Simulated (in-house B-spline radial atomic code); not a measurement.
**Cs⁷⁺: ionisation energy by several methods**

An exercise on one series of results from a longer session: the logs are not shown, and one member is left open.

Program: in-house B-spline radial atomic code version 1. Level of theory: scalar-relativistic (X2C), several functionals, spin-polarised; spherical all-electron atom at the radial basis limit. These are calculated values, not measurements, unless marked.

### What is computed

| Item | Value |
| --- | --- |
| element | caesium (Z = 55) |
| charge | +7 |
| electrons | 48 |
| configuration | [Kr] 4d10 5s2 |
| nucleus | Fermi, rms radius 4.804 fm |

Outer shells as boxes (Hund's rule):

[Kr] 4d10 5s2
```
[Kr] core
4d [↑↓][↑↓][↑↓][↑↓][↑↓]
5s [↑↓]
```

Where spins are not typed, each open shell is filled with up spins first.

The first run:

Input settings:

```ini
Z = 55
electrons = 48.0
configuration = [Kr] 4d10 5s2
hamiltonian = x2c
method = camb3lyp
spin_polarised = True
nucleus = fermi
rms_radius = 4.8041
mass_number = 133
atomic_mass = 132.905451958
speed_of_light = 137.035999084
```

Among the steps run: CAM-B3LYP, a range-separated hybrid; PBE0, a global hybrid; r2SCAN0, a global hybrid; BHandHLYP, a global hybrid; HSE06, a range-separated hybrid; r2SCAN, a meta-GGA.

One table of the session follows, with a row left open; its other results are not shown here.

```
   method  ΔSCF (eV)
   r2SCAN     110.43
     PBE0     110.88
  r2SCAN0     110.28
BHandHLYP          ?
CAM-B3LYP     111.39
    HSE06     110.93
```

**Question.** Estimate the row for BHandHLYP.

The run gave: ΔSCF (eV): 110.68. In the column «ΔSCF (eV)» it lies between r2SCAN (110.43) and PBE0 (110.88).
